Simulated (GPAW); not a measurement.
# MoI: relaxation of cell and atoms with PBE+U

Crystal: MoI.

```xyz
2
Lattice="0.0000 3.1789 3.1789 3.1789 0.0000 3.1789 3.1789 3.1789 0.0000" Properties=species:S:1:pos:R:3 pbc="T T T"
Mo    0.0000    0.0000    0.0000
I     4.7683    4.7683    4.7683
```

The cell was built by a generator and needn't be a form met in nature.

- Program: GPAW 26.7.0
- Task: relaxation of cell and atoms
- Functional: PBE
- Potentials or basis: GPAW PAW data sets (gpaw-data 1.2.1)
- Cutoff: 600 eV
- Basis: pw
- k mesh: 7 × 7 × 7
- Occupations: fermi-dirac, width 0.05 eV
- Spin: no spin polarisation
- Hubbard terms: Mo d U = 6 eV
- Maxiter: 150
- Optimizer: BFGS
- Fmax: 0.02 eV/Å
- Max steps: 60
- Convergence: density=1e-05 forces=0.0001

- Relaxed volume: 36.41 Å³/atom
- Relaxed cell: a = 4.687 Å, b = 4.687 Å, c = 4.687 Å, α = 60.00°, β = 60.00°, γ = 60.00°
- Space group after relaxing (to 0.05 Å): F-43m (No. 216)
- Energy gained by relaxing: 59.3 meV/atom
- Ionic steps: 4
- Pressure after relaxing: 0.0 GPa
- Band gap on the k mesh: none (metal or under the smearing width)

The path:
| step | energy change (eV) | largest force (eV/Å) | pressure (GPa) | volume (Å³) |
| --- | --- | --- | --- | --- |
| 1 | 0.0000 | 0.0000 | 5.04 | 64.25 |
| 2 | -0.0384 | 0.0000 | 3.92 | 65.65 |
| 3 | -0.1152 | 0.0000 | 0.69 | 71.39 |
| 4 | -0.1187 | 0.0000 | 0.02 | 72.82 |

Final structure:
```
Mo I
1.0
     0.00000    3.31435    3.31435
     3.31435    0.00000    3.31435
     3.31435    3.31435    0.00000
Mo I
1 1
Direct
  0.00000 0.00000 0.00000
  0.75000 0.75000 0.75000
```

Levels at points of the mesh, in eV from the Fermi level:
```
           k point  band 7  band 8  band 9  band 10  band 11  band 12  band 13  band 14
(0.00, 0.00, 0.00)   -5.18   -5.18   -5.08    -5.08    -0.91     3.07     3.07     3.07
```

Wall time 92 s on 1 thread of Arm Neoverse V1 (shared host), peak memory 0.23 GiB.

Caveat: later steps reuse the first step's grids; an odd number of electrons without spin polarisation forces a metal; a magnetic or distorted state may lie lower; U without spin polarisation on a metal has little footing. The run has no spin-orbit coupling, so splittings on I are missing.
